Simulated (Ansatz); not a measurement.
Predict the output of the script below (Ansatz's Python interface).

Contents of `c2h5asge.xyz`:
```text
9

C    -2.48580    0.76380    0.48390
C    -1.46060    0.16160    0.28740
Ge    0.15090   -0.78350   -0.02140
As    2.01420    0.66710    0.39650
H    -3.38600    1.29280    0.65660
H     0.22390   -2.00680    0.92770
H     0.19300   -1.26480   -1.49410
H     3.00380   -0.30700   -0.32240
H     1.74670    1.47680   -0.91420
```

Script `c2h5asge_methods.py`:
```python
"""One geometry of C2H5AsGe, method by method."""

import ansatz as az

geometry = az.Crystal.molecule_from_extxyz("c2h5asge.xyz")

model = geometry.calculation().basis(gaussian="def2-SVP")

methods = ["mp2", "ccsd", "ccsd_t"]
batch = az.Session.batch([model.correlation(m).input() for m in methods])
reports = sorted(batch.plan().execute().molecular_reports, key=lambda each: each["member"])
print(f"Hartree-Fock reference {reports[0]['reference_energy_ev'] / 27.211386246:.6f} Ha")
best = reports[-1]["free_energy_ev"] - reports[-1]["reference_energy_ev"]
for method, each in zip(methods, reports):
    gained = each["free_energy_ev"] - each["reference_energy_ev"]
    print(f"{method:8s} total {each['free_energy_ev'] / 27.211386246:.6f} Ha  correlation {gained:9.4f} eV  ({100 * gained / best:.1f} % of the last)")
```

Output of `python c2h5asge_methods.py`:
```text
Hartree-Fock reference -4387.551816 Ha
mp2      total -4388.270549 Ha  correlation  -19.5577 eV  (93.1 % of the last)
ccsd     total -4388.297094 Ha  correlation  -20.2801 eV  (96.6 % of the last)
ccsd_t   total -4388.323634 Ha  correlation  -21.0022 eV  (100.0 % of the last)
```

What to keep in mind:
- Total energies depend on the basis set; only differences at equal settings carry meaning.
- The geometry is a force-field or estimated start, not a minimum of this method, and the basis set is short of its limit. A lower total doesn't mark the better method: functionals have no common bound, and MP2 and coupled cluster aren't variational.
- Inner cores stay frozen; a filled d shell under the valence of the heavier atoms is correlated with it.
